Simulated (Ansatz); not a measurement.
# C₅H₁₂O₂: ionisation energy by level of theory

How much energy removes an electron from C₅H₁₂O₂ at fixed geometry? The cation is run at each level and the neutral's energy taken from earlier runs.

The runs use Ansatz 0.2.0, Gaussian basis; unrestricted cation, the program's frozen cores in correlated methods.

The runs, in order: UKS PBE-D4/def2-TZVPP; UKS r2SCAN-D4/def2-TZVPP; UKS PBE0-D4/def2-TZVPP; UKS B3LYP-D4/def2-TZVPP; UKS wB97X-V/def2-TZVPP; UKS wB97M-V/def2-TZVPP; UKS B2PLYP/def2-TZVPP; UHF-CCSD(T)/def2-TZVPP; UHF-MP2/def2-QZVPP; extrapolation to the limit; then −ε(HOMO) from the neutral's earlier runs with LDA (SPW92), PBE-D4, revPBE-D4, BLYP-D4, r2SCAN-D4, B97M-V, PBE0-D4, B3LYP-D4, r2SCANh-D4, r2SCAN0-D4, HSE06-D4, BHLYP-D4, CAM-B3LYP-D4, LC-ωPBE, ωB97X-V, ωB97M-V.

## Step 1: The geometry

An earlier PBE0-D4 in a triple-zeta def2 set relaxation fixed the geometry.

19 atoms, charge 0, spin multiplicity 1.

Atoms are counted from 1 here; the program's logs count them from 0.

Bond lengths: C1–C2 1.506 Å, C1–H8 1.092 Å, C1–H9 1.092 Å, C1–H10 1.092 Å, C2–O3 1.416 Å, C2–H11 1.095 Å, C2–H12 1.101 Å, O3–C4 1.374 Å, C4–O5 1.404 Å, C4–H13 1.105 Å, C4–H14 1.098 Å, O5–C6 1.410 Å, C6–C7 1.516 Å, C6–H15 1.093 Å, C6–H16 1.100 Å, C7–H17 1.092 Å, C7–H18 1.092 Å, C7–H19 1.093 Å. Angles: C2–C1–H8 110.8°, C2–C1–H9 110.2°, C2–C1–H10 110.5°, H8–C1–H9 108.5°, H8–C1–H10 108.3°, H9–C1–H10 108.4°, C1–C2–O3 108.4°, C1–C2–H11 111.0°, C1–C2–H12 110.8°, O3–C2–H11 109.8°, O3–C2–H12 109.2°, H11–C2–H12 107.7°, C2–O3–C4 113.8°, O3–C4–O5 109.8°, O3–C4–H13 110.7°, O3–C4–H14 106.9°, O5–C4–H13 110.1°, O5–C4–H14 110.1° and more.

As a file:

```mol
C5H12O2
  3D, bonds by distance, orders not assigned

 19 18  0  0  0  0  0  0  0  0999 V2000
   -1.7940   -2.5653   -0.9655 C   0  0
   -0.9454   -1.5031   -0.3176 C   0  0
   -0.2838   -0.7769   -1.3379 O   0  0
    0.6069    0.1569   -0.8667 C   0  0
   -0.0881    1.2094   -0.2508 O   0  0
    0.7563    2.1742    0.3369 C   0  0
    1.2288    1.7900    1.7255 C   0  0
   -1.1791   -3.2462   -1.5573 H   0  0
   -2.3197   -3.1454   -0.2040 H   0  0
   -2.5358   -2.1116   -1.6255 H   0  0
   -1.5589   -0.8239    0.2836 H   0  0
   -0.1951   -1.9542    0.3496 H   0  0
    1.3115   -0.3026   -0.1501 H   0  0
    1.1658    0.5316   -1.7350 H   0  0
    0.1684    3.0940    0.3851 H   0  0
    1.6152    2.3756   -0.3204 H   0  0
    0.3736    1.6060    2.3788 H   0  0
    1.8501    0.8922    1.7138 H   0  0
    1.8233    2.5991    2.1577 H   0  0
  1  2  8  0
  2  3  8  0
  3  4  8  0
  4  5  8  0
  5  6  8  0
  6  7  8  0
  1  8  8  0
  1  9  8  0
  1 10  8  0
  2 11  8  0
  2 12  8  0
  4 13  8  0
  4 14  8  0
  6 15  8  0
  6 16  8  0
  7 17  8  0
  7 18  8  0
  7 19  8  0
M  END
```

## Step 2: Cation, UKS PBE-D4/def2-TZVPP

Contents of in.yaml:

```yaml
crystal:
  periodic: [false, false, false]
  atoms:
    - {symbol: C, position_ang: [-1.794005, -2.565297, -0.965539]}
    - {symbol: C, position_ang: [-0.945358, -1.503100, -0.317611]}
    - {symbol: O, position_ang: [-0.283808, -0.776886, -1.337890]}
    - {symbol: C, position_ang: [0.606909, 0.156920, -0.866740]}
    - {symbol: O, position_ang: [-0.088055, 1.209389, -0.250825]}
    - {symbol: C, position_ang: [0.756275, 2.174235, 0.336921]}
    - {symbol: C, position_ang: [1.228829, 1.790047, 1.725458]}
    - {symbol: H, position_ang: [-1.179133, -3.246231, -1.557327]}
    - {symbol: H, position_ang: [-2.319714, -3.145389, -0.203979]}
    - {symbol: H, position_ang: [-2.535776, -2.111606, -1.625509]}
    - {symbol: H, position_ang: [-1.558903, -0.823881, 0.283643]}
    - {symbol: H, position_ang: [-0.195109, -1.954175, 0.349555]}
    - {symbol: H, position_ang: [1.311510, -0.302582, -0.150122]}
    - {symbol: H, position_ang: [1.165761, 0.531614, -1.734968]}
    - {symbol: H, position_ang: [0.168404, 3.094012, 0.385108]}
    - {symbol: H, position_ang: [1.615241, 2.375625, -0.320392]}
    - {symbol: H, position_ang: [0.373568, 1.606035, 2.378766]}
    - {symbol: H, position_ang: [1.850087, 0.892185, 1.713780]}
    - {symbol: H, position_ang: [1.823270, 2.599081, 2.157682]}
basis:
  gaussian: {orbitals: def2-TZVPP}
total_charge: 1
magnetization: {spin_polarized: true, initial_magnetization: 1}
hamiltonian: {xc: pbe, dispersion: d4}
```

Command:

```bash
$ ansatz run in.yaml --threads 2 --pin off --events-out ev --progress --plain --max-ram 32768MiB --backend cuda --devices 0, --max-vram 18GiB
```

Further steps of the session: Cation, UKS r2SCAN-D4/def2-TZVPP; Cation, UKS PBE0-D4/def2-TZVPP; Cation, UKS B3LYP-D4/def2-TZVPP; Cation, UKS wB97X-V/def2-TZVPP; Cation, UKS wB97M-V/def2-TZVPP; Cation, UKS B2PLYP (frozen core)/def2-TZVPP; Cation, UHF-CCSD(T)/def2-TZVPP; Cation, UHF-MP2/def2-QZVPP.

Q: Predict the results of all the runs planned. Wanted: ionisation energy, CCSD(T)/CBS; nearest functional by difference; nearest −ε(HOMO); −ε(HOMO) of PBE; T1 of the cation.

**Answer**, as computed:

```
                        quantity               value
  ionisation energy, CCSD(T)/CBS             9.97 eV
nearest functional by difference   B2PLYP (-0.28 eV)
                nearest −ε(HOMO)  ωB97X-V (-0.11 eV)
                 −ε(HOMO) of PBE             5.81 eV
                T1 of the cation               0.025
```

**Reading.** Energy differences with functionals land within 1.00 eV of the reference. The PBE orbital energy is 4.2 eV too small: a semilocal HOMO is no ionisation energy. Among orbital estimates ωB97X-V comes nearest. Hartree-Fock falls 1.32 eV short, as the neutral has more correlation energy than the cation. The cation may have settled in a state other than its lowest; no search over hole states beyond the program's own was made.
